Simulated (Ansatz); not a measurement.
# C₂H₅Te+ (SMILES C[CH+][TeH]): a rigid scan of the bond length C2–Te3

The task here is to estimate one member of a computed series from the others.

Computed with Ansatz 0.2.0, Gaussian basis. Level: single points in def2-TZVPP.

Levels: PBE-D4, r2SCAN-D4, PBE0-D4, B3LYP-D4, wB97M-V, Hartree-Fock, MP2, CCSD, CCSD(T). The scan takes 1.774, 1.813, 1.871, 1.939, 2.014, 2.095, 2.180, 2.271, 2.365 Å.

Cores are frozen in the correlated methods. Filled d shells of the heavier atoms are correlated. Core potentials replace the inner electrons past krypton, and spin-orbit coupling is left out. B3LYP uses VWN-RPA correlation.

143 further runs of the same task are left out: 143 set aside as unsound or not needed.

**Starting geometry**

The minimum, relaxed at PBE0-D4: SMILES `C[CH+][TeH]`, 8 atoms, charge 1, spin multiplicity 1.

Atoms are counted from 1 here; the program's logs count them from 0.

Bond lengths: C1–C2 1.455 Å, C1–H4 1.101 Å, C1–H5 1.101 Å, C1–H6 1.088 Å, C2–Te3 1.971 Å, C2–H7 1.088 Å, Te3–H8 1.661 Å. Angles: C2–C1–H4 108.5°, C2–C1–H5 108.5°, C2–C1–H6 115.4°, H4–C1–H5 104.0°, H4–C1–H6 110.0°, H5–C1–H6 110.0°, C1–C2–Te3 125.2°, C1–C2–H7 118.0°, Te3–C2–H7 116.7°, C2–Te3–H8 93.4°.

Geometry (Å):

```xyz
8
C2H5Te
C    -0.0856    1.0864   -0.2432
C    -0.1588   -0.3447    0.0080
Te    1.2957   -1.4427    0.7581
H    -0.9074    1.5779    0.2997
H    -0.3213    1.2674   -1.3029
H     0.8622    1.5566    0.0126
H    -1.0866   -0.8596   -0.2334
H     0.4018   -2.8413    0.7010
```

Energies of the minimum (eV), from earlier single points: PBE-D4 -9438.20269, r2SCAN-D4 -9442.73512, PBE0-D4 -9438.85230, B3LYP-D4 -9444.01291, wB97M-V -9438.92906, CCSD(T) -9420.65193.

At the minimum the bond length C2–Te3 is 1.971 Å.

Set-up of the first run:

File pbe-tzvpp/in.yaml:

```yaml
crystal:
  periodic: [false, false, false]
  atoms:
    - {symbol: C, position_ang: [-0.085551, 1.086370, -0.243168]}
    - {symbol: C, position_ang: [-0.158805, -0.344689, 0.008044]}
    - {symbol: Te, position_ang: [1.150507, -1.333056, 0.683254]}
    - {symbol: H, position_ang: [-0.907383, 1.577904, 0.299715]}
    - {symbol: H, position_ang: [-0.321334, 1.267419, -1.302940]}
    - {symbol: H, position_ang: [0.862154, 1.556554, 0.012615]}
    - {symbol: H, position_ang: [-1.086560, -0.859594, -0.233384]}
    - {symbol: H, position_ang: [0.256583, -2.731692, 0.626105]}
basis:
  gaussian: {orbitals: def2-TZVPP}
total_charge: 1
hamiltonian: {xc: pbe, dispersion: d4}
output: {forces: true}
```

r2scan-tzvpp/in.yaml, as changes to pbe-tzvpp/in.yaml:

```diff
-hamiltonian: {xc: pbe, dispersion: d4}
+hamiltonian: {xc: r2scan, dispersion: d4}
```

pbe0-tzvpp/in.yaml:

```diff
-hamiltonian: {xc: pbe, dispersion: d4}
-output: {forces: true}
+hamiltonian: {xc: pbe0, dispersion: d4}
+output: {forces: true, orbitals: {seedname: orbitals}}
```

b3lyp-tzvpp/in.yaml:

```diff
-hamiltonian: {xc: pbe, dispersion: d4}
+hamiltonian: {xc: {name: B3LYP}, dispersion: d4}
```

wb97mv-tzvpp/in.yaml:

```diff
-hamiltonian: {xc: pbe, dispersion: d4}
-output: {forces: true}
+hamiltonian: {xc: {name: wB97M-V}}
```

ccsdt-tzvpp/in.yaml:

```diff
-hamiltonian: {xc: pbe, dispersion: d4}
-output: {forces: true}
+correlation: {method: ccsd_t}
```

Each run has its own folder and the same command.

Launch:

```sh
$ ansatz run in.yaml --threads 2 --pin off --events-out ev --progress --plain --max-ram 4352MiB
```

Among the steps run: C2–Te3 = 1.774 Å; C2–Te3 = 1.813 Å; C2–Te3 = 1.871 Å; C2–Te3 = 1.939 Å; C2–Te3 = 2.014 Å; C2–Te3 = 2.095 Å; C2–Te3 = 2.180 Å; C2–Te3 = 2.271 Å; C2–Te3 = 2.365 Å.

One of the session's tables, all rows but one given; the rest of the session is left out.

It belongs to the step «The curves». Energies less that of the minimum at the same level (kJ/mol):

| bond length (Å) | PBE-D4 | PBE0-D4 | B3LYP-D4 | wB97M-V | Hartree-Fock |
| --- | --- | --- | --- | --- | --- |
| 1.774 | 70.9 | 61.8 | 68.9 | 58.6 | 67.1 |
| 1.813 | 44.6 | 37.2 | 42.9 | 34.6 | 41.2 |
| 1.871 | 18.3 | 13.5 | 17.1 | 11.8 | 15.8 |
| 1.939 | 2.7 | 1.2 | 2.4 | 0.7 | 1.9 |
| 1.971 (minimum) | 0.0 | 0.0 | 0.0 | 0.0 | 0.0 |
| 2.014 | 0.0 | 2.0 | 0.5 | 2.8 | 1.2 |
| 2.095 | ? | ? | ? | ? | ? |
| 2.180 | 27.3 | 37.3 | 30.0 | 40.6 | 32.4 |
| 2.271 | 53.5 | 67.6 | 57.3 | 71.8 | 59.4 |
| 2.365 | 84.6 | 102.7 | 89.4 | 107.3 | 90.1 |

Estimate the missing values for bond length (Å) = 2.095.

Worked estimate for «PBE-D4». A straight line through the neighbours (2.014, 0.0) and (2.180, 27.3) gives 0.0 + (27.3 − 0.0) × (2.095 − 2.014) / (2.180 − 2.014) = 13.3; a parabola fitted to 4 rows on both sides gives 9.1.

**Answer.** PBE-D4: 8.9; PBE0-D4: 14.9; B3LYP-D4: 10.5; wB97M-V: 16.9; Hartree-Fock: 12.2. In «PBE-D4» the line misses by +4.4 and the parabola by +0.2.
